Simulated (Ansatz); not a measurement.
Turn this script for the Ansatz DFT code, driven from Python into the input file that the command-line program reads.

Script `lapw_irpt3.py`:
```python
"""IrPt3 with all its electrons on LAPW."""

import ansatz
from pymatgen.core import Structure
from pymatgen.symmetry.analyzer import SpacegroupAnalyzer

KGRID = (6, 6, 6)
FUNCTIONAL = "pbesol"
SMEARING = "fermi_dirac"
SMEARING_WIDTH = 0.1


def main() -> None:
    irpt3 = (
        ansatz.Lattice.of((3.951253, 0.0, 0.0), (0.0, 3.951253, 0.0), (0.0, 0.0, 3.951253))
        .atom("Ir", (0.0, 0.0, 0.0))
        .atom("Pt", (0.0, 0.5, 0.5))
        .atom("Pt", (0.5, 0.0, 0.5))
        .atom("Pt", (0.5, 0.5, 0.0))
    )

    model = (
        irpt3.calculation()
        .kpoints(*KGRID)
        .functional(FUNCTIONAL)  # level of theory
        .occupations(SMEARING, width=SMEARING_WIDTH)
        .pseudopotentials("all_electron", lapw=True)
    )
    res = model.run(threads=1, backend="cpu")
    r = res.report

    print("%-22s %14.5f eV" % ("F = E - TS", r["free_energy_ev"]))
    print("%-22s %14.5f eV" % ("E", r["internal_energy_ev"]))
    print("%-22s %14.5f eV" % ("Harris-Foulkes", r["harris_foulkes_ev"]))
    print("%-22s %14.5f eV" % ("Fermi level", r["fermi_energy_ev"]))

    final = Structure(res.lattice.cell_ang, [s.symbol for s in res.lattice.sites], [s.position_frac for s in res.lattice.sites])
    analyser = SpacegroupAnalyzer(final, symprec=0.01)
    standard = analyser.get_conventional_standard_structure()
    print(analyser.get_crystal_system(), analyser.get_space_group_symbol(), len(standard), "atoms in the conventional cell")
    print("a b c (A):", [round(x, 4) for x in standard.lattice.abc], " angles:", [round(x, 2) for x in standard.lattice.angles])
    print(f"mass density {float(final.density):.3f} g/cm^3")

    errors = r["lapw_basis_errors"]
    print(f"estimated basis error {1000 * errors['total_ev_per_atom']:.3f} meV/atom, target {1000 * errors['basis_error_target_ev_per_atom']:.3f}")
    for sphere in errors["spheres"]:
        print(f"  {sphere['species']:2s} muffin-tin radius {sphere['muffin_tin_radius_ang']:.3f} A, core shells {sphere['core_shells']}")


if __name__ == "__main__":
    main()
```

```console
$ python lapw_irpt3.py
F = E - TS             -1987343.86314 eV
E                      -1987343.66901 eV
Harris-Foulkes         -1987343.86314 eV
Fermi level                  28.16437 eV
cubic Pm-3m 4 atoms in the conventional cell
a b c (A): [3.9513, 3.9513, 3.9513]  angles: [90.0, 90.0, 90.0]
mass density 20.928 g/cm^3
estimated basis error 0.054 meV/atom, target 0.250
  Ir muffin-tin radius 1.397 A, core shells 8
  Pt muffin-tin radius 1.397 A, core shells 8
```

`input.yaml`:
```yaml
crystal:
  lattice:
    - [3.951253, 0.0, 0.0]
    - [0.0, 3.951253, 0.0]
    - [0.0, 0.0, 3.951253]
  atoms:
    - { symbol: Ir, position: [0.0, 0.0, 0.0] }
    - { symbol: Pt, position: [0.0, 0.5, 0.5] }
    - { symbol: Pt, position: [0.5, 0.0, 0.5] }
    - { symbol: Pt, position: [0.5, 0.5, 0.0] }
kpoints:
  mp_grid:
    grid: [6, 6, 6]
hamiltonian:
  xc: pbesol
  pseudopotentials:
    kind: all_electron
    lapw: {}
scf:
  occupations:
    method: fermi_dirac
    width: 0.1
```

All-electron totals depend on functional, relativistic treatment and basis; only differences at equal settings carry meaning. The mesh is modest for a metal, so energies can be off by several to tens of meV an atom and pressures by half a GPa or more; differences at equal mesh fare better. Only differences from the Fermi energy are physical; the zero of the scale is a convention. Spin-orbit coupling, which matters for elements this heavy, is left out. The structure comes from a database of computed cells and needn't be a stable or known phase. Wall time of the script: 4.8 min on 1 thread of AMD EPYC 7571, with other jobs on the host, peak memory 0.77 GiB.

(Lines on the test bed's own set-up are left out of the output.)
